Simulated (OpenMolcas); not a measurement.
# Eu²⁺ in CaO: CASSCF levels and susceptibility

Which state of Eu²⁺ lies lowest among these ligands, how large is the field, and what χT follows?

Program: OpenMolcas 26.06. Level of theory: state-averaged CASSCF, spin-orbit coupling by RASSI with atomic mean-field integrals. These are calculated values, not measurements, unless marked.

## Step 1: The system

- Species: Eu²⁺ (europium, Z = 63, 61 electrons)
- Basis: ANO-RCC-VDZP [7s6p4d2f1g], 176 functions with the ligands
- Scalar Hamiltonian: DKH2, point nucleus
- Inactive shells: 1s 2s 2p 3s 3p 3d 4s 4p 4d 5s 5p of the metal, and all ligand shells
- Active space: 7 electrons in 7 orbitals (4f)
- Some configurations of this space: 4f7
- Orbitals: optimised for the highest spin of each parity, averaged over all roots

Outer shells as boxes (Hund's rule):

4f7
```
4f [↑ ][↑ ][↑ ][↑ ][↑ ][↑ ][↑ ]
```

Eu²⁺ is taken with its 6 nearest oxide ions at 2.55 Å, on the cation site of CaO (a = 4.8105 Å). The rest of the host is ab initio model potentials to 7.6 Å, with orthogonalisation functions on the cations behind the ligands, and point charges beyond; the distance is set by hand, nothing relaxes, and no local charge compensation is placed. Ligand basis ANO-RCC-VDZP.

```xyz
19

Eu    0.0000    0.0000    0.0000
O     2.5500    0.0000    0.0000
O     0.0000    2.5500    0.0000
O    -2.5500    0.0000    0.0000
O     0.0000   -2.5500    0.0000
O     0.0000    0.0000    2.5500
O     0.0000    0.0000   -2.5500
Ca    0.0000    2.4053   -2.4053
Ca    0.0000   -2.4053    2.4053
Ca    0.0000    2.4053    2.4053
Ca    0.0000   -2.4053   -2.4053
Ca    2.4053   -2.4053    0.0000
Ca   -2.4053    2.4053    0.0000
Ca    2.4053    0.0000   -2.4053
Ca   -2.4053    0.0000    2.4053
Ca    2.4053    0.0000    2.4053
Ca   -2.4053    0.0000   -2.4053
Ca    2.4053    2.4053    0.0000
Ca   -2.4053   -2.4053    0.0000
```

Each step is its own input file, run in one work folder so that later steps find the files of earlier ones. Labels, J, g values, rates, χT and fits are worked out afterwards by a script from the matrices that RASSI stores.

## Step 2: Basis and integrals

Contents of a.inp:

```
&GATEWAY
Basis set
Eu.ANO-RCC-VDZP.
Eu1 0.0 0.0 0.0 Angstrom
End of basis
Basis set
O.ANO-RCC-VDZP.
L1 2.550000 0.000000 0.000000 Angstrom
L2 0.000000 2.550000 0.000000 Angstrom
L3 0.000000 0.000000 2.550000 Angstrom
End of basis
Basis set
Ca.EMB-AIMP.Pascual.13s7p.1s1p.ECP.CaO.
PseudoCharge
* 3 symmetry-unique lattice sites within 7.6 angstrom
End of basis
Basis set
Ca.EMB-AIMP.Pascual.0s.0s.ECP.CaO.
PseudoCharge
* 24 symmetry-unique lattice sites within 7.6 angstrom
End of basis
Basis set
O.EMB-AIMP.Pascual.0s.0s.ECP.CaO.
PseudoCharge
* 31 symmetry-unique lattice sites within 7.6 angstrom
End of basis
Symmetry
XYZ
AngMom=0.0 0.0 0.0
AMFI
RICD
XField
1037 Angstrom 0
* Evjen-weighted lattice charges
&SEWARD
```

The run is started by

```bash
> OMP_NUM_THREADS=1 MOLCAS_MEM=2457 MOLCAS_PROJECT=a pymolcas a.inp > a.log
```

## Step 3: CASSCF: octets, 1 root

Contents of a.inp:

```
&RASSCF
FileOrb=start.orb
Symmetry=2
Spin=8
nActEl=7 0 0
Inactive=30 27
Ras2=0 7
CIRoot=1 1 1
SDav=1
CIMx=300
Iter=150 100
PrWF=0.3
OrbListing=Nothing
MaxOrb=0
LevShft=1.0
>>> COPY $Project.JobIph JOB001
```

start.orb holds start orbitals that the driver prepared beforehand, or those of the step before.

## Step 4: Reference wave functions, sextets, 48 roots

Contents of a.inp:

```
&RASSCF
FileOrb=start.orb
Symmetry=2
Spin=6
nActEl=7 0 0
Inactive=30 27
Ras2=0 7
CIRoot=48 48 1
SDav=48
CIMx=300
Iter=150 100
PrWF=0.3
OrbListing=Nothing
MaxOrb=0
CIOnly
LevShft=1.0
>>> COPY $Project.JobIph JOB002
```

## Step 5: State interaction with spin-orbit coupling

Contents of a.inp:

```
&RASSI
NrOfJobIphs=2 1 21
1
1 2 3 4 5 6 7 8 9 10 11 12 13 14 15 16 17 18 19 20 21
IphNames
JOB001
JOB002
EJob
SpinOrbit
DIPRint=1.0
SOCoupling=1000.0
Subsets=2
Property=9
'ANGMOM' 1 'ANGMOM' 2 'ANGMOM' 3 'MLTPL  1' 1 'MLTPL  1' 2 'MLTPL  1' 3
'AMFI' 1 'AMFI' 2 'AMFI' 3
SOProperty=3
'ANGMOM' 1 'ANGMOM' 2 'ANGMOM' 3
```

Before running it: what results should come out? Wanted: spin-free ground state; lowest level; next level.

As calculated:

| quantity | value |
| --- | --- |
| method | CASSCF |
| spin-free ground state | 8A1, 1-fold in its orbital part |
| lowest level | 8-fold |
| next level | 36727.0 cm⁻¹ |
| χT at 300 K | 7.86 cm³ K/mol |
| effective moment at 300 K | 7.93 μB |

In words: The spin-free ground state (8A1) comes to 100 % from free-ion S terms and keeps the highest spin of the shell. The sextets rest on orbitals optimised for another spin in at least one step, which raises them against the optimised states. Not all states of the active space went into the spin-orbit step. Terms of lower spin are left out of the spin-orbit mixing, so the small splitting that they give the half-filled shell's ground term is missing or unsound. High states of lower spin are left out of the spin-orbit mixing, and CASSCF puts spin-flip levels too high.
